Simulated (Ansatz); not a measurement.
**GeAsH3+ (doublet): wave-function methods side by side, cc-pVDZ**

One table from this session's results is given with a row withheld; the runs are named, their logs left out.

Program: Ansatz 0.2.0, Gaussian basis. Level of theory: cc-pVDZ, core rule «outside noble gas», up to 28 orbitals frozen. These are calculated values, not measurements.

To be run: UHF; CCSD(T) on ROHF; BCCD(T) on ROHF; CISD; CCSDT(Q) on ROHF; CCSDT(Q) on UHF.

27 further runs of the same task are left out: 17 that didn't finish, 10 set aside as unsound or not needed.

## What is computed

The geometry is a PBE0/def2-TZVP stationary point (not a proven minimum) of the parent state, kept for this charge and spin. No spin-orbit coupling is included. The filled d shell of Ge, As may be among the frozen orbitals whatever the setting's name suggests; the logs give the count.

5 atoms, charge 1, spin multiplicity 2.

Atoms are counted from 1 here; the program's logs count them from 0.

Bond lengths: Ge1–As2 2.417 Å, Ge1–H3 1.540 Å, Ge1–H4 1.540 Å, Ge1–H5 1.540 Å. Angles: As2–Ge1–H3 110.3°, As2–Ge1–H4 110.3°, As2–Ge1–H5 110.3°, H3–Ge1–H4 108.7°, H3–Ge1–H5 108.7°, H4–Ge1–H5 108.7°.

Set-up of the first run:

Input file in.yaml:

```yaml
crystal:
  periodic: [false, false, false]
  atoms:
    - {symbol: Ge, position_ang: [-1.191943, -0.008234, 0.002120]}
    - {symbol: As, position_ang: [1.225257, 0.008464, -0.002179]}
    - {symbol: H, position_ang: [-1.734783, 1.432476, 0.005020]}
    - {symbol: H, position_ang: [-1.717585, -0.735786, 1.252999]}
    - {symbol: H, position_ang: [-1.722058, -0.732435, -1.248816]}
basis:
  gaussian: {orbitals: cc-pVDZ}
total_charge: 1
magnetization: {spin_polarized: true, initial_magnetization: 1}
hamiltonian: {xc: hf}
output: {orbitals: {seedname: orbitals}}
```

Run with:

```sh
> ansatz run in.yaml --threads 1 --pin off --events-out ev --progress --plain --max-ram 2393MiB
```

Steps of the session up to this table: UHF; CCSD(T) on ROHF; BCCD(T) on ROHF; CISD; CCSDT(Q) on ROHF; CCSDT(Q) on UHF.

One table of the session follows, with a row left open; its other results are not shown here.

| method | from RCCSDT(Q) (kJ/mol) |
| --- | --- |
| ROHF | +549.9 |
| RMP2 | +129.7 |
| CISD | +62.4 |
| RCCSD | ? |
| RCCSD(T) | +4.1 |
| BCCD(T) | +4.0 |
| RCCSDT | +0.7 |
| RCCSDT(Q) | 0 |

Estimate the missing values for RCCSD.

The run gave: from RCCSDT(Q) (kJ/mol): +17.8. In the column «from RCCSDT(Q) (kJ/mol)» it lies between RCCSD(T) (+4.1) and CISD (+62.4).

Not comparable, so not listed: CCSDT(Q) on UHF (they don't share determinant, frozen orbitals or solution with the rows shown, or repeat one).
